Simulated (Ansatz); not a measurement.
**CH₄OSSn: one species, many methods**

Aim: compute CH₄OSSn with functionals from several rungs and with coupled cluster, and see how far each lands from CCSD(T) at the basis-set limit for the atomisation energy.

Computed with Ansatz 0.2.0, Gaussian basis. Level: functionals in def2-TZVPP, the program's frozen cores in correlated methods.

Levels to be run: LDA (SPW92), PBE-D4, revPBE-D4, BLYP-D4, r2SCAN-D4, B97M-V, PBE0-D4, B3LYP-D4, r2SCANh-D4, r2SCAN0-D4, HSE06-D4, BHLYP-D4, CAM-B3LYP-D4, LC-ωPBE, ωB97X-V, ωB97M-V, B2PLYP, PBE-QIDH; CCSD(T)/def2-SVP; CCSD(T)/def2-TZVPP; MP2/def2-QZVPP; extrapolation to the limit; RPA on PBE.

### 1 The relaxed structure

The geometry comes from an earlier relaxation with PBE0-D4 in a triple-zeta def2 set; it is a stationary point, not always the lowest conformer. Sn takes the def2 core potential; no spin-orbit term is included.

SMILES `C[S][Sn][OH]`, 8 atoms, charge 0, spin multiplicity 1.

Atoms are counted from 1 here; the program's logs count them from 0.

Bond lengths: C1–S2 1.814 Å, C1–H5 1.091 Å, C1–H6 1.090 Å, C1–H7 1.091 Å, S2–Sn3 2.440 Å, Sn3–O4 1.980 Å, O4–H8 0.961 Å. Angles: S2–C1–H5 111.4°, S2–C1–H6 107.3°, S2–C1–H7 111.4°, H5–C1–H6 108.2°, H5–C1–H7 110.1°, H6–C1–H7 108.2°, C1–S2–Sn3 105.4°, S2–Sn3–O4 98.8°, Sn3–O4–H8 117.2°.

### 2 LDA

This LDA is Slater exchange with PW92 correlation.

in.yaml reads:

```yaml
crystal:
  periodic: [false, false, false]
  atoms:
    - {symbol: C, position_ang: [-0.402936, 0.808408, 0.611018]}
    - {symbol: S, position_ang: [-1.528880, 0.160592, -0.654758]}
    - {symbol: Sn, position_ang: [-0.280900, -1.598772, -1.795881]}
    - {symbol: O, position_ang: [1.412322, -1.480495, -0.775594]}
    - {symbol: H, position_ang: [-0.123124, 0.035485, 1.327859]}
    - {symbol: H, position_ang: [-0.934888, 1.594225, 1.147122]}
    - {symbol: H, position_ang: [0.490155, 1.245253, 0.162568]}
    - {symbol: H, position_ang: [1.460448, -0.821698, -0.078134]}
basis:
  gaussian: {orbitals: def2-TZVPP}
hamiltonian: {xc: lda}
output: {orbitals: {seedname: orbitals}}
```

The runs that follow: PBE-D4 (GGA); revPBE-D4 (GGA); BLYP-D4 (GGA); r2SCAN-D4 (meta-GGA); B97M-V (meta-GGA); PBE0-D4 (hybrid); B3LYP-D4 (hybrid); r2SCANh-D4 (hybrid); r2SCAN0-D4 (hybrid); HSE06-D4 (hybrid); BHLYP-D4 (hybrid); CAM-B3LYP-D4 (range-separated); LC-ωPBE-D4 (range-separated); ωB97X-V (range-separated); ωB97M-V (range-separated); B2PLYP (double hybrid); PBE-QIDH (double hybrid); CCSD(T) in def2-SVP; CCSD(T) in def2-TZVPP; MP2 in def2-QZVPP; RPA on PBE orbitals.

Q: Predict the results of all the runs planned. Wanted: atomisation energy, CCSD(T)/CBS; farthest beyond LDA; mean size of error, GGA; mean size of error, meta-GGA; mean size of error, hybrid; mean size of error, range-separated; mean size of error, double hybrid; gap, smallest and largest; T1 diagnostic.

**Answer**, as computed:

| quantity | value |
| --- | --- |
| atomisation energy, CCSD(T)/CBS | 2755.4 kJ/mol |
| functionals within 27.6 kJ/mol (1.0 %) | revPBE-D4, BLYP-D4, r2SCAN-D4, B97M-V, PBE0-D4, B3LYP-D4, HSE06-D4, CAM-B3LYP-D4, ωB97X-V, ωB97M-V |
| farthest beyond LDA | BHLYP-D4 (-129.7 kJ/mol) |
| mean size of error, GGA | 25.1 kJ/mol |
| mean size of error, meta-GGA | 7.1 kJ/mol |
| mean size of error, hybrid | 52.7 kJ/mol |
| mean size of error, range-separated | 29.4 kJ/mol |
| mean size of error, double hybrid | 58.0 kJ/mol |
| gap, smallest and largest | 3.05 eV (BLYP-D4), 9.25 eV (LC-ωPBE) |
| T1 diagnostic | 0.0163 |
| triples share of the correlation energy | 3.8 % |

In words: LDA overbinds by 420.8 kJ/mol (15 %). PBE-D4 misses by +51.8 kJ/mol. Double hybrids carry the basis error of their MP2 part in triple zeta, and no dispersion term here, so their miss is partly the set-up's. The rungs meta-GGA, GGA miss on average by less than the doubt on the reference (27.6 kJ/mol), so they tie. The reference freezes the cores and leaves out spin-orbit coupling and excitations past (T), and its outer-core shells are covered unevenly, so misses under about 27.6 kJ/mol can't be ranked. All levels share the lack of spin-orbit coupling, which lowers the free heavy atoms and so the true binding. Hartree-Fock recovers 68 % of the binding; the rest is correlation. CCSD(T) in def2-SVP is off by -243.9 kJ/mol, more than most functionals: a good method in a small basis is no reference. Orbital gaps span 3.0 to 9.3 eV; exact exchange widens them. Correlated methods include outer-core shells of Sn, which these sets cover unevenly.
